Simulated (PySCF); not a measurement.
**C2H5F3SSi: geometry, spin-spin couplings**

Wanted: the spin-spin couplings of C2H5F3SSi (`CCS[Si](F)(F)F`), by calculation.

The runs use PySCF 2.14.0, with density-fitted response routines of our own; the level of theory stands in each step. All values are computed, except where a source is named. Atoms are numbered from 0 throughout.

## Step 1: Starting geometry

12 atoms, charge 0, multiplicity 1; geometry from: GFN2-xTB. The atoms were then displaced at random by about 0.01 Å, so the start is not that level's minimum.

Bonds of the start (Å): C0–C1 1.48, C1–S2 1.83, S2–Si3 2.13, Si3–F4 1.54, Si3–F5 1.60, Si3–F6 1.58, C0–H7 1.11, C0–H8 1.08, C0–H9 1.09, C1–H10 1.08, C1–H11 1.09.

## Step 2: Relaxing the molecule at PBE0-D3(BJ)/def2-SVP

The job: settings as JSON, then the geometry in Å.

```
{"job": {"xc": "PBE0", "basis": "def2-SVP", "d3": "d3bj", "grid": 1, "shake": 0.01, "kind": "geom"}, "charge": 0, "multiplicity": 1}
C     -1.535340     0.176480    -0.168580
C     -0.818140    -0.856780     0.618260
S      0.512950    -0.138180     1.650640
Si     1.942190     0.462240     0.193220
F      3.345770     0.683910     0.791030
F      1.575710     1.800580    -0.598430
F      2.088290    -0.602950    -0.971190
H     -1.922980     0.981430     0.483070
H     -0.909290     0.672820    -0.892810
H     -2.397560    -0.260200    -0.680660
H     -0.377420    -1.611300    -0.015200
H     -1.464480    -1.336320     1.346330
```

Launch:

```bash
> OMP_NUM_THREADS=1 python probes_run.py task.json out
```

One launch serves the whole session: the jobs run in the order shown.

Output:

```text
step   0  E = -1065.50913084  max force = 0.048364
step   1  E = -1065.51438370  max force = 0.010606
step   2  E = -1065.51544726  max force = 0.003476
step   3  E = -1065.51563690  max force = 0.001679
step   4  E = -1065.51584539  max force = 0.004177
step   5  E = -1065.51594052  max force = 0.002981
step   6  E = -1065.51600701  max force = 0.000777
step   7  E = -1065.51601342  max force = 0.000310
optimisation converged
```

Wall time 69 s (1 thread of Arm Neoverse V1, shared host); peak memory 0.51 GiB.

Along the way:

```
step  energy from step 0 (eV)  largest force component (eV/Å)
   0                   0.0000                          2.4870
   1                  -0.1429                          0.5454
   2                  -0.1719                          0.1787
   3                  -0.1770                          0.0863
   4                  -0.1827                          0.2148
   5                  -0.1853                          0.1533
   6                  -0.1871                          0.0400
   7                  -0.1873                          0.0159
```

Close pairs (by a distance rule), those that changed most:

```
  bond  before (Å)  after (Å)  change (Å)
Si3–F4       1.542      1.598      +0.056
S2–Si3       2.128      2.086      -0.042
 C0–C1       1.484      1.514      +0.030
 C0–H8       1.078      1.100      +0.021
C1–H10       1.079      1.100      +0.021
Si3–F6       1.585      1.604      +0.019
C1–H11       1.085      1.100      +0.015
 C1–S2       1.831      1.846      +0.014
```

The next job starts from the end point, and lists it.

```
                         at the end point                value
  point group (found at 0.08 Å tolerance)                   C1
rotational constants (GHz, main isotopes)  2.640, 1.266, 1.137
                        dipole moment (D)                 2.72
```

## Step 3: Indirect couplings: B3LYP/6-31G*

The job: settings as JSON, then the geometry in Å.

```
{"job": {"kind": "j", "xc": "B3LYP", "basis": "6-31G*"}, "charge": 0, "multiplicity": 1}
C     -1.619543     0.165718    -0.060681
C     -0.701221    -0.858577     0.571557
S      0.619982    -0.125083     1.631250
Si     1.914271     0.505588     0.122435
F      3.299624     0.962076     0.775382
F      1.365487     1.735010    -0.751528
F      2.196405    -0.660539    -0.942713
H     -2.078732     0.810508     0.702595
H     -1.079519     0.812894    -0.767198
H     -2.425475    -0.343849    -0.612143
H     -0.222739    -1.508920    -0.175169
H     -1.245700    -1.513895     1.267077
```

Method: B3LYP/6-31G* indirect spin-spin coupling, non-relativistic, gas phase.

Output:

```text
coarse grid: 11784 points
cycle   1  E = -1066.5322288924  dE =  6.616e-01  |g| = 9.612e-01  |ddm| = 3.234e+00
cycle   2  E = -1066.3343008852  dE =  1.979e-01  |g| = 1.485e+00  |ddm| = 1.686e+00
cycle   3  E = -1066.6924227430  dE = -3.581e-01  |g| = 7.387e-02  |ddm| = 1.010e+00
cycle   4  E = -1066.6937791540  dE = -1.356e-03  |g| = 2.668e-02  |ddm| = 1.220e-01
cycle   5  E = -1066.6939736771  dE = -1.945e-04  |g| = 4.845e-03  |ddm| = 3.350e-02
cycle   6  E = -1066.6939806182  dE = -6.941e-06  |g| = 7.898e-04  |ddm| = 7.508e-03
final grid: 107760 points
cycle   7  E = -1066.6449946524  dE = -1.267e-05  |g| = 5.980e-03  |ddm| = 1.351e-02
cycle   8  E = -1066.6449871950  dE =  7.457e-06  |g| = 8.433e-03  |ddm| = 1.156e-02
cycle   9  E = -1066.6450027762  dE = -1.558e-05  |g| = 4.608e-04  |ddm| = 6.954e-03
cycle  10  E = -1066.6450028235  dE = -4.730e-08  |g| = 1.290e-04  |ddm| = 5.021e-04
cycle  11  E = -1066.6450028269  dE = -3.423e-09  |g| = 3.036e-05  |ddm| = 1.087e-04
cycle  12  E = -1066.6450028271  dE = -1.519e-10  |g| = 1.505e-05  |ddm| = 3.687e-05
converged SCF energy = -1066.6450028271

Indirect spin-spin couplings (Hz)
  i      j    bonds     total        FC       PSO       DSO        SD
  0 C    1 C    1     47.357    47.656    -0.503     0.204         -
  0 C    2 S    2      0.578     0.829    -0.255     0.003         -
  0 C    3 Si   3     -0.073    -0.036    -0.020    -0.023     0.006
  0 C    4 F    4     -0.295     0.005    -0.010    -0.284    -0.007
  0 C    5 F    4      1.317     0.981     0.083     0.153     0.100
  0 C    6 F    4      0.286     0.279     0.046    -0.031    -0.009
  0 C    7 H    1    146.304   144.697     0.872     0.735         -
  0 C    8 H    1    145.979   144.337     0.842     0.801         -
  0 C    9 H    1    139.931   138.239     0.997     0.695         -
  0 C   10 H    2     -1.198    -1.206     0.123    -0.116         -
  0 C   11 H    2     -2.696    -2.690     0.150    -0.156         -
  1 C    2 S    1     -5.781    -7.689     1.861     0.048         -
  1 C    3 Si   2      0.964     0.792     0.178    -0.048     0.042
  1 C    4 F    3      1.543     2.301    -0.477    -0.355     0.074
  1 C    5 F    3     -0.975    -0.590    -0.398     0.009     0.004
  1 C    6 F    3      3.052     3.348    -0.541     0.145     0.100
  1 C    7 H    2     -4.950    -4.959     0.088    -0.079         -
  1 C    8 H    2     -4.512    -4.529     0.047    -0.030         -
  1 C    9 H    2      0.432     0.265     0.260    -0.094         -
  1 C   10 H    1    156.633   155.236     0.359     1.038         -
  1 C   11 H    1    155.555   154.173     0.417     0.966         -
  2 S    3 Si   1     20.353    15.371     5.577    -0.038    -0.557
  2 S    4 F    2     -7.116     0.104    -7.654    -0.027     0.461
  2 S    5 F    2     -9.583    -4.681    -7.683    -0.044     2.825
  2 S    6 F    2    -12.648    -5.691    -8.930    -0.039     2.012
  2 S    7 H    3      0.772     0.785    -0.037     0.025         -
  2 S    8 H    3      0.896     0.857     0.027     0.012         -
  2 S    9 H    3      4.436     4.617    -0.083    -0.098         -
  2 S   10 H    2     -0.182    -0.321     0.142    -0.002         -
  2 S   11 H    2      5.611     5.314     0.292     0.005         -
  3 Si   4 F    1    286.872   218.613    72.194    -0.601    -3.332
  3 Si   5 F    1    292.282   225.639    70.311    -0.618    -3.050
  3 Si   6 F    1    288.137   221.249    70.626    -0.618    -3.119
  3 Si   8 H    4     -0.198    -0.093     0.129    -0.261     0.028
  3 Si   9 H    4      0.524     0.486    -0.098     0.117     0.019
  3 Si  10 H    3     -4.755    -4.662     0.117    -0.247     0.038
  3 Si  11 H    3    -13.073   -13.080    -0.198     0.210    -0.005
  4 F    5 F    2    -88.626   -10.262   -93.534    -0.761    15.931
  4 F    6 F    2    -79.268   -12.970   -80.908    -0.848    15.458
  4 F    7 H    5     -0.689     0.052     0.240    -0.948    -0.033
  4 F    8 H    5     -0.634     0.455     0.062    -1.052    -0.098
  4 F    9 H    5      0.908     1.703     0.427    -1.193    -0.029
  4 F   10 H    4     -1.421     0.054    -0.082    -1.253    -0.139
  4 F   11 H    4      5.568     6.174     0.657    -1.382     0.119
  5 F    6 F    2   -105.324    -8.325  -112.233    -0.564    15.798
  5 F    8 H    5      4.862     3.593    -1.041     2.144     0.167
  5 F    9 H    5     -0.232    -0.252     0.389    -0.414     0.045
  5 F   10 H    4     -0.706    -0.149    -0.398    -0.157    -0.002
  5 F   11 H    4      3.494     4.296     0.441    -1.202    -0.040
  6 F    7 H    5     -0.303     0.258     0.396    -0.911    -0.046
  6 F   10 H    4      2.136     1.109    -0.628     1.899    -0.243
  6 F   11 H    4     -0.804    -0.077     0.074    -0.719    -0.081
  7 H    8 H    2    -15.408   -14.677     1.208    -1.940         -
  7 H    9 H    2    -15.944   -15.013     1.386    -2.317         -
  7 H   10 H    3     13.908    14.872     1.521    -2.486         -
  7 H   11 H    3      3.824     3.953     0.191    -0.320         -
  8 H    9 H    2    -15.875   -15.044     1.278    -2.110         -
  8 H   10 H    3      4.336     4.321    -0.002     0.017         -
  8 H   11 H    3     14.511    15.484     1.515    -2.488         -
  9 H   10 H    3      2.131     2.238     0.125    -0.232         -
  9 H   11 H    3      2.992     3.148     0.169    -0.325         -
 10 H   11 H    2    -16.137   -15.726     1.091    -1.502         -
```

Wall time 33 s (1 thread of Arm Neoverse V1, shared host); peak memory 0.75 GiB.

The basis is not made for couplings: without tight functions at the nuclei these values are rough.

Beyond four bonds or across contacts, the largest of 1 Hz or more: F5–H8 4.9 Hz.

Couplings of 1 Hz or more over one to four bonds, nine at most for each number, with means over like pairs (isotopes 13C, 19F, 1H, 33S, 29Si):

```
   pair  bonds  J (Hz)  Fermi contact (Hz)
 Si3–F4      1   289.1               221.8
 C1–H10      1   156.1               154.7
  C0–H7      1   144.1               142.4
  C0–C1      1    47.4                47.7
 S2–Si3      1    20.4                15.4
  C1–S2      1    -5.8                -7.7
  F4–F5      2   -91.1               -10.5
H10–H11      2   -16.1               -15.7
  H7–H8      2   -15.7               -14.9
  S2–F4      2    -9.8                -3.4
  C1–H7      2    -3.0                -3.1
 S2–H10      2     2.7                 2.5
 C0–H10      2    -1.9                -1.9
Si3–H10      3    -8.9                -8.9
 H7–H10      3     7.0                 7.3
  S2–H7      3     2.0                 2.1
  C1–F4      3     1.2                 1.7
 F4–H10      4     1.4                 1.9
```

Means hide unlike values in this fixed geometry: S2–F4 from -12.6 to -7.1 Hz; C1–H7 from -5.0 to 0.4 Hz; S2–H10 from -0.2 to 5.6 Hz. They hold only if the pairs exchange fast.

The spin-dipole term was solved for some atoms only; pairs without it lack that part.

The response was solved for the nuclei of C, F, H, Si alone, so couplings that need other nuclei can be missing.

Quadrupole couplings from the field gradients of the same density:

```
atom  isotope  eQq/h (MHz)     η
  S2      33S         34.3  0.74
```

## Step 4: What came out

```
                                    quantity                                             value
                                 point group                                                C1
        rotational constants (main isotopes)                              2.64, 1.27, 1.14 GHz
largest coupling of the table (B3LYP/6-31G*)  ¹J(Si,F) Si3–F4, 289.1 Hz (mean over like pairs)
```

The start of the PBE0/def2-SVP relaxation was shaken at random by about 0.01 Å, so part of the energy gained, and of the first lengths quoted, undoes that. Over 7 steps the energy fell by 0.187 eV; of the close pairs, Si3–F4 changed most, 1.542 to 1.598 Å. Of the pairs tabulated at B3LYP/6-31G*, Si3–F4 (mean over like pairs) couples most strongly (289.1 Hz; Fermi contact 221.8 Hz). Couplings across rotatable bonds belong to this one conformer; where others are populated, the observed values are averages. Density functionals describe couplings to fluorine poorly, F–F couplings above all, so those rows are rough. Couplings from bases without tight functions are rough.
